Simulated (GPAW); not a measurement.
Wanted: an ASE script for a GPAW 26.7.0 run.

```
Task                : relaxation of cell and atoms
Functional          : r2SCAN
Potentials or basis : GPAW PAW data sets (gpaw-data 1.2.1)
Cutoff              : 600 eV
Basis               : pw
k mesh              : 8 × 8 × 8
Occupations         : fermi-dirac, width 0.05 eV
Spin                : no spin polarisation
Maxiter             : 150
Optimizer           : BFGS
Fmax                : 0.02 eV/Å
Max steps           : 60
```

GeW:

```
Ge W
1.0
     0.00000    2.57761    2.57761
     2.57761    0.00000    2.57761
     2.57761    2.57761    0.00000
Ge W
1 1
Direct
  0.50000 0.50000 0.50000
  0.00000 0.00000 0.00000
```

The cell was built by a generator and needn't be a form met in nature.

The input as run:

run.py

```python
from ase import Atoms
from ase.filters import FrechetCellFilter
from ase.io import write
from ase.optimize import BFGS
from gpaw import GPAW, PW

atoms = Atoms(['Ge', 'W'],
              cell=[[0.0, 2.57761, 2.57761],
                    [2.57761, 0.0, 2.57761],
                    [2.57761, 2.57761, 0.0]],
              scaled_positions=[[0.5, 0.5, 0.5],
                                [0.0, 0.0, 0.0]],
              pbc=True)

calc = GPAW(mode=PW(600),
            xc='MGGA_X_R2SCAN+MGGA_C_R2SCAN',
            kpts={'size': (8, 8, 8), 'gamma': True},
            occupations={'name': 'fermi-dirac', 'width': 0.05},
            nbands=19,
            convergence={'density': 1e-05, 'energy': 1e-05},
            maxiter=150,
            txt='gpaw.txt')
atoms.calc = calc
opt = BFGS(FrechetCellFilter(atoms), trajectory='relax.traj', logfile='-')
done = opt.run(fmax=0.02, steps=60)
calc.write('gs.gpw')
write('result.traj', atoms)
print('Converged:', done)
print('Cell:', atoms.cell.cellpar().round(4))
print('Volume:', round(atoms.get_volume(), 4))
print(atoms.get_scaled_positions().round(5))
```

Potentials or basis: GPAW PAW data sets (gpaw-data 1.2.1), pw.

The run is started by

```console
$ OMP_NUM_THREADS=1 python run.py
```

It gave:

```
Relaxed volume                         : 16.85 Å³/atom
Relaxed cell                           : a = 3.625 Å, b = 3.625 Å, c = 3.625 Å, α = 60.00°, β = 60.00°, γ = 60.00°
Space group after relaxing (to 0.05 Å) : Fm-3m (No. 225)
Energy gained by relaxing              : 2.5 meV/atom
Ionic steps                            : 3
Pressure after relaxing                : 0.0 GPa
Band gap on the k mesh                 : none (metal or under the smearing width)
```

Caveat: later steps reuse the first step's grids; the PAW data sets were made with another functional, which shifts forces and pressure a little.

It took 2.5 min on 1 thread of Arm Neoverse V2, with other jobs on the host, peak memory 0.61 GiB.
